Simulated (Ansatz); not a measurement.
# Bi2Se3: the cost of one run

Method: DFT PBE+D3(BJ), scalar-relativistic, plane waves, PAW, in Ansatz 0.2.0.

### 1 The structure to begin with

The structure is trigonal, space group R-3m (No. 166). Conventional cell: a = 4.143 Å, b = 4.143 Å, c = 28.636 Å, α = 90.00°, β = 90.00°, γ = 120.00°. Around Bi (site symmetry 3m) lie 6 Se at 2.85 to 3.07 Å. Se (site symmetry -3m) has 6 Bi at 3.07 Å in its first shell of neighbours. Se (site symmetry 3m) is surrounded by 3 Bi at 2.85 Å.

Coordinates:

```
Bi Se
1.0
     2.07150    1.19598    9.54533
    -2.07150    1.19598    9.54533
     0.00000   -2.39196    9.54533
Bi Se
2 3
Direct
  0.40080 0.40080 0.40080
  0.59920 0.59920 0.59920
  0.00000 0.00000 0.00000
  0.21170 0.21170 0.21170
  0.78830 0.78830 0.78830
```

The structure rests on an entry of the Crystallography Open Database; cell or positions may have been set otherwise for this series.

### 2 Relaxing cell and atoms: Bi2Se3, no spin

input.yaml reads:

```yaml
crystal:
  lattice:
    - [2.0715, 1.1959810826, 9.5453333333]
    - [-2.0715, 1.1959810826, 9.5453333333]
    - [0.0, -2.3919621653, 9.5453333333]
  atoms:
    - { symbol: Bi, position: [0.4008, 0.4008, 0.4008] }
    - { symbol: Bi, position: [0.5992, 0.5992, 0.5992] }
    - { symbol: Se, position: [0.0, 0.0, 0.0] }
    - { symbol: Se, position: [0.2117, 0.2117, 0.2117] }
    - { symbol: Se, position: [0.7883, 0.7883, 0.7883] }
scf:
  occupations: { method: gaussian, width: 0.05 }
output:
  forces: true
  stress: true
  eigenvalues: true
  write_density: true
  write_potential: true
  elf: true
  volumetric_format: npy
hamiltonian:
  xc: pbe
  dispersion: d3bj
relax:
  f_tol: 0.001
  max_steps: 60
  cell: { stress_tol: 0.03 }
kpoints:
  mp_grid: { grid: [9, 9, 9] }
```

Launch:

```
ansatz run input.yaml --threads 8 --pin off --max-ram 10240MiB --backend cpu --events-out ev --progress --plain --runs-dir out
```

Q: Estimate wall time and peak memory on 8 threads of Arm Neoverse V1, shared host.

About 42 s, with a peak of 0.92 GiB.
